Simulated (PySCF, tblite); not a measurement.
# C8H10NP: geometry, infrared bands and NMR shifts

Aim: predict the infrared bands and NMR shifts of C8H10NP (`Cc1cpcnc1C1CC1`).

Computed with tblite 0.8.0 and PySCF 2.14.0, with density-fitted response routines of our own, on a single molecule in the gas phase. Atoms count from 0, in the outputs and in this text.

### 1 Starting geometry

20 atoms, charge 0, multiplicity 1; geometry from: force field or distance geometry start.

Bonds of the start (Å): C0–C1 1.51, C1–C2 1.38, C2–P3 1.75, P3–C4 1.76, C4–N5 1.34, N5–C6 1.32, C6–C7 1.50, C7–C8 1.54, C8–C9 1.52, C6–C1 1.37, C9–C7 1.49, C0–H10 1.12, C0–H11 1.11, C0–H12 1.08, C2–H13 1.08, C4–H14 1.08, C7–H15 1.13, C8–H16 1.09, C8–H17 1.12, C9–H18 1.12, C9–H19 1.10.

### 2 Relaxing the molecule with GFN2-xTB

Job settings and geometry (Å):

```
{"job": {"kind": "relax", "xc": "GFN2-xTB", "basis": "xTB"}, "charge": 0, "multiplicity": 1}
C      1.500300    -1.514800    -0.042700
C      1.263300    -0.021200     0.039100
C      2.396700     0.750900    -0.151200
P      2.154200     2.480200    -0.063500
C      0.468100     2.816200     0.305300
N     -0.322200     1.742900     0.422100
C      0.017700     0.476900     0.314400
C     -1.067500    -0.539900     0.512700
C     -1.722900    -0.846200    -0.846200
C     -2.504000    -0.199800     0.289000
H      1.394100    -1.960200     0.976500
H      0.705100    -1.982700    -0.653400
H      2.493700    -1.747100    -0.397000
H      3.360600     0.318100    -0.367300
H      0.078700     3.823200     0.408900
H     -0.799700    -1.468000     1.100300
H     -1.856500    -1.896500    -1.093500
H     -1.460800    -0.165000    -1.693400
H     -3.263000    -0.901000     0.732000
H     -2.841100     0.844700     0.204800
```

On the command line:

```sh
OMP_NUM_THREADS=1 python probes_run.py task.json out
```

This one command runs all jobs of the session in turn.

**Question.** This job is followed by: GFN2-xTB harmonic vibrations, gas phase; GIAO PBE0/pcSseg-1 NMR shielding, non-relativistic, gas phase. What will the session give for the following? strongest single infrared mode (GFN2-xTB); zero-point energy (GFN2-xTB); ¹³C shifts against TMS (PBE0/pcSseg-1, means over atoms taken as alike); ¹H shifts against TMS (PBE0/pcSseg-1, means over atoms taken as alike); ³¹P shifts against H3PO4 (PBE0/pcSseg-1); ¹⁵N shifts against NH3 (PBE0/pcSseg-1).

The runs gave:

| quantity | value |
| --- | --- |
| strongest single infrared mode (GFN2-xTB) | 1535 cm⁻¹, 81 km/mol |
| zero-point energy (GFN2-xTB) | 99.7 kcal/mol |
| ¹³C shifts against TMS (PBE0/pcSseg-1, means over atoms taken as alike) | 188.3, 174.3, 166.8, 135.9, 27.0, 17.9, 16.7 ppm |
| ¹H shifts against TMS (PBE0/pcSseg-1, means over atoms taken as alike) | 10.35, 9.31, 2.68, 2.03, 1.39, 1.11 ppm |
| ³¹P shifts against H3PO4 (PBE0/pcSseg-1) | 189.6 ppm |
| ¹⁵N shifts against NH3 (PBE0/pcSseg-1) | 359.6 ppm |

What this shows: Relaxing lowered the energy by 0.888 eV in 154 steps; the close pair that moved most is C7–H15, from 1.131 to 1.080 Å. All 54 modes are real, so the xTB geometry is a minimum. The strongest single mode, at 1535 cm⁻¹, is spread over several atoms, C1, N5, C2, C4 among them. Unscaled tight-binding wavenumbers are off by several per cent, some by more. Its intensities can rank the bands wrongly. At PBE0/pcSseg-1: The largest span, 747 ppm, is at N5, where the paramagnetic term is -425 ppm. NICS(1)zz of -24 ppm above the planar ring from C1 marks a diatropic (aromatic) ring current.
